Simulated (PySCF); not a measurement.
# CH5F3GaN: the cost of one run

The runs use PySCF 2.14.0, with density-fitted response routines of our own; the level of theory stands in each step. All values are computed, except where a source is named. Atoms are numbered from 0 throughout.

## Step 1: The molecule as given

11 atoms, charge 0, multiplicity 1; geometry from: PBE0-D3(BJ)/def2-SVP.

Bonds of the start (Å): N0–Ga1 2.13, Ga1–C2 2.03, C2–F3 1.34, C2–F4 1.36, C2–F5 1.36, N0–H6 1.02, N0–H7 1.02, N0–H8 1.02, Ga1–H9 1.57, Ga1–H10 1.57.

## Step 2: NMR shieldings: HF/pcSseg-1

Job settings and geometry (Å):

```
{"job": {"kind": "nmr", "xc": "HF", "basis": "pcSseg-1", "pop": false}, "charge": 0, "multiplicity": 1}
N      1.444060    -0.252572    -0.255715
Ga    -0.076320     1.048368     0.466673
C     -1.435108    -0.379381    -0.022794
F     -2.727252    -0.120857     0.212543
F     -1.343968    -0.691582    -1.347271
F     -1.154745    -1.546386     0.623961
H      2.398518     0.098656    -0.188093
H      1.249080    -0.467860    -1.234803
H      1.388375    -1.132201     0.260372
H      0.271750     1.156128     1.995005
H      0.023686     2.261895    -0.525670
```

With the program's defaults for keys left out, this is: GIAO HF/pcSseg-1 NMR shielding, non-relativistic, gas phase.

Run with:

```bash
$ OMP_NUM_THREADS=1 python probes_run.py task.json out
```

The driver reads the jobs from task.json and runs them one after another.

**Question.** How long does this first job take on 1 thread of Arm Neoverse V1, shared host, and how much memory does it need?

About 8.6 s, with a peak of 0.83 GiB.
